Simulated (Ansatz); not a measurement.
# ZnS: the cost of one run

Method: DFT r2SCAN, scalar-relativistic, plane waves, PAW, in Ansatz 0.2.0.

1 further run of the same task is left out (set aside as unsound or not needed). Runs told in other sessions of the task aren't counted.

### 1 The starting structure

Symmetry: F-43m, No. 216, cubic system. Conventional cell: a = 5.389 Å, b = 5.389 Å, c = 5.389 Å, α = 90.00°, β = 90.00°, γ = 90.00°. Around Zn (site symmetry -43m) lie 4 S at 2.33 Å. Around S (site symmetry -43m) lie 4 Zn at 2.33 Å.

Coordinates:

```cif
data_structure
_symmetry_space_group_name_H-M 'P 1'
_symmetry_Int_Tables_number 1
_cell_length_a 3.8106
_cell_length_b 3.8106
_cell_length_c 3.8106
_cell_angle_alpha 60.000
_cell_angle_beta 60.000
_cell_angle_gamma 60.000
_cell_volume 39.13
loop_
_atom_site_label
_atom_site_type_symbol
_atom_site_fract_x
_atom_site_fract_y
_atom_site_fract_z
_atom_site_occupancy
Zn1 Zn 0.00000 0.00000 0.00000 1
S1 S 0.75000 0.75000 0.75000 1
```

It is the result of an earlier relaxation at this level (volume 19.56 Å³/atom; gap on the mesh: 2.70 eV).

### 2 Zero of energy

Reference values: F = -4233.4503 eV; pressure 0.00 GPa; largest force 0.000 eV/Å; gap on the mesh 2.70 eV. It was computed beforehand with the settings of the runs below.

### 3 Zone-centre phonons by finite displacements

Input file input.yaml:

```yaml
crystal:
  lattice:
    - [0.0, 2.6945131952, 2.6945131952]
    - [2.6945131952, 0.0, 2.6945131952]
    - [2.6945131952, 2.6945131952, 0.0]
  atoms:
    - { symbol: Zn, position: [0.0, 0.0, 0.0] }
    - { symbol: S, position: [0.75, 0.75, 0.75] }
basis:
  ecutwfc: 500
kpoints:
  mp_grid: { grid: [8, 8, 8] }
hamiltonian:
  xc: r2scan
scf:
  occupations: { method: gaussian, width: 0.05 }
output:
  eigenvalues: true
phonons:
  method: fd
  supercell: [1, 1, 1]
  amplitude: 0.02
  eigenvectors: true
  dielectric: false
```

The run is started by

```
> ansatz run input.yaml --threads 2 --pin off --max-ram 5120MiB --backend cpu --events-out ev --progress --plain --runs-dir out
```

Q: Estimate wall time and peak memory on 2 threads of AMD EPYC 7R43 (Zen 3), shared host.

About 11 s, with a peak of 0.69 GiB.
